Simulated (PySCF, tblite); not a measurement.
# C7H11FSSi: geometry, infrared bands and NMR shifts

Aim: predict the infrared bands and NMR shifts of C7H11FSSi (`CCCc1cc([SiH3])sc1F`).

Programs: tblite 0.8.0 and PySCF 2.14.0, with density-fitted response routines of our own. Each step states its level of theory. These are calculated values for one molecule in the gas phase, unless marked as measured. Atoms are numbered from 0 throughout.

### Step 1. Starting geometry

21 atoms, charge 0, multiplicity 1; geometry from: force field or distance geometry start.

Bonds of the start (Å): C0–C1 1.53, C1–C2 1.54, C2–C3 1.50, C3–C4 1.44, C4–C5 1.39, C5–Si6 1.87, C5–S7 1.72, S7–C8 1.69, C8–F9 1.35, C8–C3 1.36, C0–H10 1.09, C0–H11 1.08, C0–H12 1.11, C1–H13 1.09, C1–H14 1.09, C2–H15 1.09, C2–H16 1.09, C4–H17 1.08, Si6–H18 1.50, Si6–H19 1.48, Si6–H20 1.49.

### Step 2. Relaxing the molecule with GFN2-xTB

Job settings and geometry (Å):

```
{"job": {"kind": "relax", "xc": "GFN2-xTB", "basis": "xTB"}, "charge": 0, "multiplicity": 1}
C     -2.194100     0.635400     1.418400
C     -2.522900    -0.152400     0.150200
C     -1.420100    -1.173600    -0.198900
C     -0.141100    -0.531900    -0.647000
C      1.037900    -0.434100     0.181900
C      2.087400     0.194900    -0.476900
Si     3.833900     0.627700     0.037400
S      1.648600     0.651500    -2.071000
C      0.093200     0.008400    -1.876600
F     -0.850200     0.042000    -2.839100
H     -2.022200    -0.029100     2.267000
H     -1.327300     1.271800     1.283800
H     -3.051700     1.288700     1.684500
H     -3.453500    -0.699900     0.317400
H     -2.692200     0.545200    -0.670100
H     -1.801300    -1.806400    -1.003700
H     -1.246000    -1.834000     0.652600
H      1.103900    -0.804500     1.193800
H      4.050300     0.171200     1.444700
H      4.820300    -0.054900    -0.835100
H      4.038000     2.100900    -0.013700
```

The run is started by

```
$ OMP_NUM_THREADS=1 python probes_run.py task.json out
```

The driver reads the jobs from task.json and runs them one after another.

**Question.** This job is followed by: GFN2-xTB harmonic vibrations, gas phase; GIAO PBE0/pcSseg-1 NMR shielding, non-relativistic, gas phase. Predict these results of the whole session: strongest single infrared mode (GFN2-xTB); zero-point energy (GFN2-xTB); 13C shifts against TMS (PBE0/pcSseg-1); 1H shifts against TMS (PBE0/pcSseg-1, means over atoms taken as alike); 29Si shifts against TMS (PBE0/pcSseg-1); 33S shifts against CS2 (PBE0/pcSseg-1); 19F shifts against CFCl3 (PBE0/pcSseg-1); surface potential, 1st and 99th percentile.

The runs gave:

| quantity | value |
| --- | --- |
| strongest single infrared mode (GFN2-xTB) | 787 cm⁻¹, 457 km/mol |
| zero-point energy (GFN2-xTB) | 97.3 kcal/mol |
| 13C shifts against TMS (PBE0/pcSseg-1) | 180.3, 143.9, 128.0, 122.0, 31.5, 27.7, 14.9 ppm |
| 1H shifts against TMS (PBE0/pcSseg-1, means over atoms taken as alike) | 6.94, 4.57, 2.69, 1.58, 0.85 ppm |
| 29Si shifts against TMS (PBE0/pcSseg-1) | -76.8 ppm |
| 33S shifts against CS2 (PBE0/pcSseg-1) | 223 ppm |
| 19F shifts against CFCl3 (PBE0/pcSseg-1) | -131.4 ppm |
| surface potential, 1st and 99th percentile | -0.54 V and 1.11 V |

Over 83 steps the energy fell by 0.152 eV; of the close pairs, Si6–H18 changed most, 1.495 to 1.462 Å. All 57 modes are real, so the xTB geometry is a minimum. The strongest single mode, at 787 cm⁻¹, is carried by H20, H19, H18. GFN2-xTB is a fitted tight-binding method: band positions and strengths are rough. Its intensities can rank the bands wrongly. At PBE0/pcSseg-1: The largest span, 233 ppm, is at S7, where the paramagnetic term is -777 ppm. NICS(1)zz of -22 ppm above the planar ring from C3 marks a diatropic (aromatic) ring current. At PBE0/pcSseg-1, counted by nearest atom on the grid, the HOMO lies on C5, C8 about 27 % each; C3 17 %, the LUMO on C5, C8 about 21 % each; S7 17 %.
